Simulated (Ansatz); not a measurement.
This script makes an equation of state with a fit of Mg₂Zn, space group P-6m2 with Ansatz 0.2.0 through its Python package.

`eos.py`:
```python
"""Energy against volume for Mg2Zn, with a fit."""

import ansatz as az
import numpy as np
from pymatgen.analysis.eos import EOS

SMEARING = "Fermi-Dirac"
SMEARING_WIDTH = 0.15
CUTOFF = 500
KGRID = (9, 9, 2)

vectors0 = np.array([
    [3.092612, 0.0, 0.0],
    [-1.546306, 2.678281, 0.0],
    [0.0, 0.0, 14.582468],
])
sites = [
    ("Mg", [0.0, 0.0, 0.5]),
    ("Mg", [2 / 3, 1 / 3, 0.316792]),
    ("Mg", [2 / 3, 1 / 3, 0.0]),
    ("Mg", [2 / 3, 1 / 3, 0.683208]),
    ("Zn", [0.0, 0.0, 0.158616]),
    ("Zn", [0.0, 0.0, 0.841384]),
]


def on_lattice(cell):
    crystal = az.Crystal(lattice=az.Lattice.of(cell))
    for symbol, position in sites:
        crystal = crystal.atom(symbol, position)
    return crystal

# uniform scaling of the cell
volumes, energies, pressures = [], [], []
for scale in np.linspace(0.88, 1.12, 7):
    cell = vectors0 * scale ** (1 / 3)
    model = (
        on_lattice(cell).calculation()
        .pseudopotentials("paw")
        .occupations(SMEARING, width=SMEARING_WIDTH)
        .functional(az.Functional.PBESOL)
        .basis(CUTOFF)
        .kpoints(*KGRID)
        .stress()
    )
    summary = model.run(threads=1, pin="off").report
    volumes.append(abs(np.linalg.det(cell)) / len(sites))
    energies.append(summary["free_energy_ev"] / len(sites))
    pressures.append(np.trace(summary["stress_gpa"]) / 3)
    print(f"V = {volumes[-1]:8.4f} A^3/atom  F = {energies[-1]:.5f} eV/atom  P = {pressures[-1]:8.3f} GPa")

for form in ["vinet"]:
    fit = EOS(eos_name=form).fit(volumes, energies)
    print(f"{form:18s} V0 {fit.v0:8.4f} A^3/atom  B0 {fit.b0_GPa:7.1f} GPa  B1 {fit.b1:5.2f}")
```

Estimate the equilibrium volume and the bulk modulus.

A third-order Birch-Murnaghan fit through the 7 points has its minimum at 19.36 Å³ an atom, 3.8 % below the typed cell, with a bulk modulus of 45 GPa and dB/dP = 4.4. From that minimum the energy rises by 23.1 meV an atom on the compressed side and 56.0 meV on the expanded side.

What the script printed:

```console
$ python eos.py
V =  17.7151 A^3/atom  F = -2368.29955 eV/atom  P =    4.860 GPa
V =  18.5203 A^3/atom  F = -2368.31707 eV/atom  P =    2.211 GPa
V =  19.3256 A^3/atom  F = -2368.32266 eV/atom  P =    0.090 GPa
V =  20.1308 A^3/atom  F = -2368.31868 eV/atom  P =   -1.610 GPa
V =  20.9360 A^3/atom  F = -2368.30704 eV/atom  P =   -2.971 GPa
V =  21.7413 A^3/atom  F = -2368.28928 eV/atom  P =   -4.057 GPa
V =  22.5465 A^3/atom  F = -2368.26664 eV/atom  P =   -4.918 GPa
vinet              V0  19.3644 A^3/atom  B0    45.1 GPa  B1  4.31
```

Notes:
- Absolute energies stand on the zero of these potentials, so only differences at equal settings mean something.
- Shape and fractional positions are held along the curve, so the bulk modulus is an upper value where they are free to relax, by a factor of two or more in layered or hydrogen-bonded cells.
- For a metal this k-point mesh is coarse: on a finer one energies can move by several to tens of meV an atom and pressures by half a GPa or more, differences at one mesh by less.
- A Fermi-Dirac width this large means warm electrons, whose thermal share enters the free energy.
- Pressure is positive in compression.
- The structure comes from a database of computed cells and needn't be a stable or known phase.
- Run time: 64 s on 1 thread of Arm Neoverse V2, on a shared host, peak memory 0.5 GiB.
